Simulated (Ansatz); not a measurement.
# Zr: LAPW beside PAW

Does the method matter for Zr? The same cell, functional and mesh are run with all-electron LAPW, PAW with frozen cores and all-electron PAW on datasets made for the crystal.

Computed with Ansatz 0.2.0 (DFT LDA, scalar-relativistic, unless a step's input says otherwise).

## Step 1: The starting structure

The structure is hexagonal, space group P6_3/mmc (No. 194). The conventional cell has a = 3.232 Å, b = 3.232 Å, c = 5.147 Å, α = 90.00°, β = 90.00°, γ = 120.00°. Around Zr (site symmetry -6m2) lie 12 Zr at 3.18 to 3.23 Å.

Coordinates:

```cif
data_structure
_symmetry_space_group_name_H-M 'P6_3/mmc'
_symmetry_Int_Tables_number 194
_cell_length_a 3.2320
_cell_length_b 3.2320
_cell_length_c 5.1470
_cell_angle_alpha 90.000
_cell_angle_beta 90.000
_cell_angle_gamma 120.000
_cell_volume 46.56
loop_
_atom_site_label
_atom_site_type_symbol
_atom_site_symmetry_multiplicity
_atom_site_Wyckoff_symbol
_atom_site_fract_x
_atom_site_fract_y
_atom_site_fract_z
_atom_site_occupancy
Zr1 Zr 2 c 0.33333 0.66667 0.25000 1
```

The file gives the conventional cell by its symmetry; the runs use the cell typed in the input.

The geometry is a database entry used as it stands. It may stem from high pressure or temperature, or be incomplete, so it serves as a test cell.

Atoms are numbered in the order of the input: Zr1, Zr2.

## Step 2: All-electron LAPW

Contents of input.yaml:

```yaml
crystal:
  lattice:
    - [3.2319982225, 0.0, 0.0]
    - [-1.6159991112, 2.7989925656, 0.0]
    - [0.0, 0.0, 5.147]
  atoms:
    - { symbol: Zr, position: [0.3333333333, 0.6666666667, 0.25] }
    - { symbol: Zr, position: [0.6666666667, 0.3333333333, 0.75] }
kpoints:
  mp_grid: { grid: [13, 13, 7] }
  band_path:
    path:
      - [0.0, 0.0, 0.0]
      - [0.5, 0.0, 0.0]
      - [0.3333333333, 0.3333333333, 0.0]
      - [0.0, 0.0, 0.0]
      - [0.0, 0.0, 0.5]
      - [0.5, 0.0, 0.5]
      - [0.3333333333, 0.3333333333, 0.5]
      - [0.0, 0.0, 0.5]
      - [0.5, 0.0, 0.5]
    npoints: 14
scf:
  occupations: { method: fermi_dirac, width: 0.03 }
hamiltonian:
  xc: lda
  pseudopotentials: { kind: all_electron, lapw: { basis_error: 0.00025 } }
output:
  forces: true
  stress: true
  eigenvalues: true
  populations: true
  dos: { projected: true, de: 0.2, e_range: [-14, 8] }
```

On the command line:

```bash
$ ansatz run input.yaml --threads 1 --pin off --max-ram 3072MiB --backend cpu --events-out ev --progress --plain --runs-dir out
```

## Step 3: PAW with frozen cores

Changes to input.yaml since step 2:

```diff
@@ -26,3 +26,3 @@
   xc: lda
-  pseudopotentials: { kind: all_electron, lapw: { basis_error: 0.00025 } }
+  pseudopotentials: { kind: paw }
 output:
@@ -31,3 +31,9 @@
   eigenvalues: true
+  efg: { contact_densities: true }
   populations: true
+  bader: true
   dos: { projected: true, de: 0.2, e_range: [-14, 8] }
+  write_density: true
+  write_potential: true
+  elf: true
+  volumetric_format: npy
```

## Step 4: All-electron PAW on datasets made for the crystal

Changes to input.yaml since step 3:

```diff
@@ -21,3 +21,3 @@
       - [0.5, 0.0, 0.5]
-    npoints: 14
+    npoints: 8
 scf:
@@ -26,3 +26,3 @@
   xc: lda
-  pseudopotentials: { kind: paw }
+  pseudopotentials: { kind: all_electron, datasets: crystal }
 output:
@@ -32,8 +32 @@
   efg: { contact_densities: true }
-  populations: true
-  bader: true
-  dos: { projected: true, de: 0.2, e_range: [-14, 8] }
-  write_density: true
-  write_potential: true
-  elf: true
-  volumetric_format: npy
```

(Steps that only read results are left out.)

What does the calculation give? Wanted: pressure; gap; Bader charges; highest ELF.

**Answer**, as computed:

```
           quantity                                              value
           pressure  LAPW -6.09, PAW -6.11, crystal datasets -6.09 GPa
         gap (LAPW)                                               none
Bader charges (PAW)                                        Zr1 -0.00 e
  highest ELF (PAW)                               0.72, 2.27 Å from Zr
```

**Reading.** At this geometry the cell is under tension of 6.1 GPa, so it would shrink if let go. Bands cross the Fermi level: the crystal is a metal at this level. Zr 4d carries the largest share, 94 %, of the projected states within 0.3 eV of the Fermi level. The projection holds only the free atom's occupied shells (Zr 5s, Zr 4d in this range). The field gradient at Zr1, the largest by crystal datasets, is 4.12 by PAW and 4.14 by crystal datasets (10²¹ V/m²), within 5 %. No spin–orbit coupling: at heavy atoms the gradients can be off by tens of per cent for that reason. PAW lies -0.02 GPa from LAPW in pressure. LAPW took about 3 times as long as PAW (38 s against 12 s, on a shared host and with the outputs that each input asks for).
